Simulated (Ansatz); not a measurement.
# CH₅B₂F: one species, many methods

Aim: compute CH₅B₂F with functionals from several rungs and with coupled cluster, and see how far each lands from CCSD(T) at the basis-set limit for the atomisation energy.

Computed with Ansatz 0.2.0, Gaussian basis. Level: functionals in def2-TZVPP, the program's frozen cores in correlated methods.

The runs, in order: LDA (SPW92), PBE-D4, revPBE-D4, BLYP-D4, r2SCAN-D4, B97M-V, PBE0-D4, B3LYP-D4, r2SCANh-D4, r2SCAN0-D4, HSE06-D4, BHLYP-D4, CAM-B3LYP-D4, LC-ωPBE, ωB97X-V, ωB97M-V, B2PLYP, PBE-QIDH; CCSD(T)/def2-SVP; CCSD(T)/def2-TZVPP; MP2/def2-QZVPP; extrapolation to the limit; RPA on PBE.

### 1 The geometry

An earlier PBE0-D4 in a triple-zeta def2 set relaxation fixed the geometry.

SMILES `CBBF`, 9 atoms, charge 0, spin multiplicity 1.

Atoms are counted from 1 here; the program's logs count them from 0.

Bond lengths: C1–B2 1.557 Å, C1–H5 1.104 Å, C1–H6 1.091 Å, C1–H7 1.092 Å, B2–B3 1.683 Å, B2–H8 1.205 Å, B3–F4 1.331 Å, B3–H9 1.210 Å. Angles: B2–C1–H5 103.1°, B2–C1–H6 116.5°, B2–C1–H7 114.2°, H5–C1–H6 106.5°, H5–C1–H7 105.2°, H6–C1–H7 110.1°, C1–B2–B3 124.7°, C1–B2–H8 117.2°, B3–B2–H8 118.1°, B2–B3–F4 122.4°, B2–B3–H9 122.4°, F4–B3–H9 115.2°.

### 2 LDA

This LDA is Slater exchange with PW92 correlation.

in.yaml

```yaml
crystal:
  periodic: [false, false, false]
  atoms:
    - {symbol: C, position_ang: [-0.157945, 1.261612, -0.141352]}
    - {symbol: B, position_ang: [0.497758, -0.143287, -0.286028]}
    - {symbol: B, position_ang: [-0.050623, -1.540643, 0.474555]}
    - {symbol: F, position_ang: [-0.983734, -2.325015, -0.059725]}
    - {symbol: H, position_ang: [-0.772921, 1.346511, -1.054653]}
    - {symbol: H, position_ang: [-0.836096, 1.398264, 0.702336]}
    - {symbol: H, position_ang: [0.548024, 2.093740, -0.193047]}
    - {symbol: H, position_ang: [1.463239, -0.229324, -1.002057]}
    - {symbol: H, position_ang: [0.380897, -1.908260, 1.543069]}
basis:
  gaussian: {orbitals: def2-TZVPP}
hamiltonian: {xc: lda}
output: {orbitals: {seedname: orbitals}}
```

Launch:

```
$ ansatz run in.yaml --threads 2 --pin off --events-out ev --progress --plain --max-ram 4352MiB
```

Further steps of the session: PBE-D4 (GGA); revPBE-D4 (GGA); BLYP-D4 (GGA); r2SCAN-D4 (meta-GGA); B97M-V (meta-GGA); PBE0-D4 (hybrid); B3LYP-D4 (hybrid); r2SCANh-D4 (hybrid); r2SCAN0-D4 (hybrid); HSE06-D4 (hybrid); BHLYP-D4 (hybrid); CAM-B3LYP-D4 (range-separated); LC-ωPBE (range-separated); ωB97X-V (range-separated); ωB97M-V (range-separated); B2PLYP (double hybrid); PBE-QIDH (double hybrid); CCSD(T) in def2-SVP; CCSD(T) in def2-TZVPP; MP2 in def2-QZVPP; RPA on PBE orbitals.

Q: Predict the results of all the runs planned. Wanted: atomisation energy, CCSD(T)/CBS; farthest beyond LDA; mean size of error, GGA; mean size of error, meta-GGA; mean size of error, hybrid; mean size of error, range-separated; mean size of error, double hybrid; gap, smallest and largest; T1 diagnostic.

As calculated:

| quantity | value |
| --- | --- |
| atomisation energy, CCSD(T)/CBS | 3392.2 kJ/mol |
| functionals within 17.0 kJ/mol (0.5 %) | revPBE-D4, r2SCAN0-D4, B2PLYP, PBE-QIDH |
| farthest beyond LDA | PBE-D4 (+78.8 kJ/mol) |
| mean size of error, GGA | 33.1 kJ/mol |
| mean size of error, meta-GGA | 44.9 kJ/mol |
| mean size of error, hybrid | 30.4 kJ/mol |
| mean size of error, range-separated | 35.8 kJ/mol |
| mean size of error, double hybrid | 9.0 kJ/mol |
| gap, smallest and largest | 3.66 eV (LDA (SPW92)), 11.45 eV (LC-ωPBE) |
| T1 diagnostic | 0.0125 |
| triples share of the correlation energy | 3.1 % |

LDA overbinds by 458.3 kJ/mol (14 %). PBE-D4 is off by +78.8 kJ/mol. Double hybrids carry the basis error of their MP2 part in triple zeta, and no dispersion term here, so their miss is partly the set-up's. Taken by rung, double hybrid functionals do best (9.0 kJ/mol on average) and meta-GGA ones worst beyond LDA (44.9 kJ/mol). Misses under about 17.0 kJ/mol are within the doubt on the reference itself, which lacks core-valence correlation, relativity and higher excitations. Hartree-Fock recovers 79 % of the binding; the rest is correlation. CCSD(T) in def2-SVP is off by -118.9 kJ/mol, worse than the median functional, from the basis alone. Orbital gaps span 3.7 to 11.5 eV; exact exchange widens them.
